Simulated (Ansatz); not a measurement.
# Zn: a line through an energy map

Method: DFT PBEsol, scalar-relativistic, plane waves, PAW, in Ansatz 0.2.0.

## (1) The starting structure

Symmetry: Im-3m, No. 229, cubic system. The conventional cell has a = 3.060 Å, b = 3.060 Å, c = 3.060 Å, α = 90.00°, β = 90.00°, γ = 90.00°. Around Zn (site symmetry m-3m) lie 8 Zn at 2.65 Å.

Coordinates:

```cif
data_structure
_symmetry_space_group_name_H-M 'P 1'
_symmetry_Int_Tables_number 1
_cell_length_a 2.6502
_cell_length_b 2.6502
_cell_length_c 2.6502
_cell_angle_alpha 109.471
_cell_angle_beta 109.471
_cell_angle_gamma 109.471
_cell_volume 14.33
loop_
_atom_site_label
_atom_site_type_symbol
_atom_site_fract_x
_atom_site_fract_y
_atom_site_fract_z
_atom_site_occupancy
Zn1 Zn 0.00000 0.00000 0.00000 1
```

It goes back to a database entry, which need not be the stable form.

This cell was relaxed beforehand with the same method: volume 14.33 Å³/atom, gap on the mesh none (metal).

## (2) The scan

The energy is mapped over volume and the cell's shape.

First coordinate, volume per atom: 7 values from 13.182 to 15.475 Å³. Second coordinate, length along [111] over the lengths across it, relative to the cubic cell: 9 values from 0.452 to 2.211.

Nothing else is relaxed (symmetry fixes all fractional coordinates). Energies count from the relaxed crystal. Points are written as (first, second).

## (3) The run at (13.182 Å³, 1.487)

The input, input.yaml:

```yaml
crystal:
  lattice:
    - [-1.0921308701, 1.5154239332, 1.5154239332]
    - [1.5154239332, -1.0921308701, 1.5154239332]
    - [1.5154239332, 1.5154239332, -1.0921308701]
  atoms:
    - { symbol: Zn, position: [0.0, 0.0, 0.0] }
basis:
  ecutwfc: 520.0
kpoints:
  mp_grid: { grid: [22, 22, 22] }
hamiltonian:
  xc: pbesol
scf:
  occupations: { method: gaussian, width: 0.15 }
output:
  forces: true
  stress: true
  eigenvalues: true
```

The run is started by

```sh
> ansatz run input.yaml --threads 1 --pin off --max-ram 2048MiB --backend cpu --events-out ev --progress --plain --runs-dir out
```

Q: Estimate wall time and peak memory on 1 thread of AMD EPYC 9R14 (Zen 4), shared host.

About 5.8 s, with a peak of 0.54 GiB.
